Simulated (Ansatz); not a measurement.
Relaxation of a periodic cell of 17 atoms, Si16Au (host Si, host structure diamond, interstitial Au), to a largest force component of 0.08 eV/Å in at most 25 steps.

Computed with DFT r2SCAN, scalar-relativistic, plane waves, PAW in Ansatz. Settings: PAW set soft_1, cutoff 500 eV, k mesh 2x2x2, fermi-dirac smearing 0.05 eV, spin collinear.

```xyz
17
Lattice="0.0000 5.4300 5.4300 5.4300 0.0000 5.4300 5.4300 5.4300 0.0000" Properties=species:S:1:pos:R:3
Si 0.000 0.000 0.000
Si 1.357 1.357 1.357
Si 2.715 2.715 0.000
Si 4.072 4.072 1.357
Si 2.715 0.000 2.715
Si 4.072 1.357 4.072
Si 5.430 2.715 2.715
Si 6.787 4.072 4.072
Si 0.000 2.715 2.715
Si 1.357 4.072 4.072
Si 2.715 5.430 2.715
Si 4.072 6.787 4.072
Si 2.715 2.715 5.430
Si 4.072 4.072 6.787
Si 5.430 5.430 5.430
Si 6.787 6.787 6.787
Au 8.831 7.416 7.479
```

Problem. Where does it end, and by what steps?

Solution. It converged. Limits of this set-up: coarse k mesh, a small cell, in which the defect meets its images. After 3 steps the energy has fallen by 2.083 eV; Si15 moved furthest, 0.29 Å.

```tsv
step	energy less start (eV)	largest force component (eV/Å)	accepted
0	0.0000	4.531	yes
1	-1.9202	1.025	yes
2	-2.0774	0.138	yes
3	-2.0827	0.015	yes
```

```xyz
17
Lattice="0.0000 5.4300 5.4300 5.4300 0.0000 5.4300 5.4300 5.4300 0.0000" Properties=species:S:1:pos:R:3
Si -0.152 0.150 0.153
Si 1.378 1.415 1.418
Si 2.775 2.652 0.020
Si 4.013 4.050 1.418
Si 2.775 0.017 2.656
Si 4.013 1.415 4.053
Si 5.411 2.652 2.656
Si 6.940 3.917 3.921
Si 0.135 2.806 2.809
Si 1.189 4.239 4.242
Si 2.621 5.292 2.810
Si 4.167 6.691 4.208
Si 2.622 2.806 5.296
Si 4.166 4.204 6.695
Si 5.599 5.258 5.262
Si 6.654 6.691 6.695
Au 8.825 7.462 7.466
```

Whether the end is a true minimum wasn't checked by a vibrational analysis.

Run time: 45 s on 4 threads of AMD EPYC 9R45 96-Core Processor (Zen 5), with other jobs on the host, peak memory 1.9 GiB.
